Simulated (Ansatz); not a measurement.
# ZnAg: the cost of one run

Program: Ansatz 0.2.0. Level of theory: DFT LDA, scalar-relativistic. These are calculated values, not measurements.

### 1 The structure to begin with

Symmetry: Pm-3m, No. 221, cubic system. The conventional cell has a = 3.156 Å, b = 3.156 Å, c = 3.156 Å, α = 90.00°, β = 90.00°, γ = 90.00°. Around Zn (site symmetry m-3m) lie 8 Ag at 2.73 Å. Ag (site symmetry m-3m) is surrounded by 8 Zn at 2.73 Å.

As a file:

```
CELL_PARAMETERS angstrom
3.15600 0.00000 0.00000
0.00000 3.15600 0.00000
0.00000 0.00000 3.15600
ATOMIC_POSITIONS crystal
Zn 0.50000 0.50000 0.50000
Ag 0.00000 0.00000 0.00000
```

Atoms are numbered in the order of the input: Zn1, Ag2.

### 2 Volume × 0.96, LAPW

Contents of input.yaml:

```yaml
crystal:
  lattice:
    - [3.1133461226, 0.0, 0.0]
    - [0.0, 3.1133461226, 0.0]
    - [0.0, 0.0, 3.1133461226]
  atoms:
    - { symbol: Zn, position: [0.5, 0.5, 0.5] }
    - { symbol: Ag, position: [0.0, 0.0, 0.0] }
kpoints:
  mp_grid: { grid: [12, 12, 12] }
  band_path:
    path:
      - [0.0, 0.0, 0.0]
      - [0.0, 0.5, 0.0]
      - [0.5, 0.5, 0.0]
      - [0.0, 0.0, 0.0]
      - [0.5, 0.5, 0.5]
      - [0.0, 0.5, 0.0]
      - [0.5, 0.5, 0.5]
      - [0.5, 0.5, 0.0]
    npoints: 5
scf:
  occupations: { method: fermi_dirac, width: 0.03 }
hamiltonian:
  xc: lda
  pseudopotentials: { kind: all_electron, lapw: { basis_error: 0.00025 } }
output:
  forces: true
  stress: true
  eigenvalues: true
```

The run is started by

```
$ ansatz run input.yaml --threads 1 --pin off --max-ram 3072MiB --backend cpu --events-out ev --progress --plain --runs-dir out
```

**Question.** How long does this run take on 1 thread of Arm Neoverse V2, shared host, and how much memory does it need?

About 27 s, with a peak of 0.5 GiB.
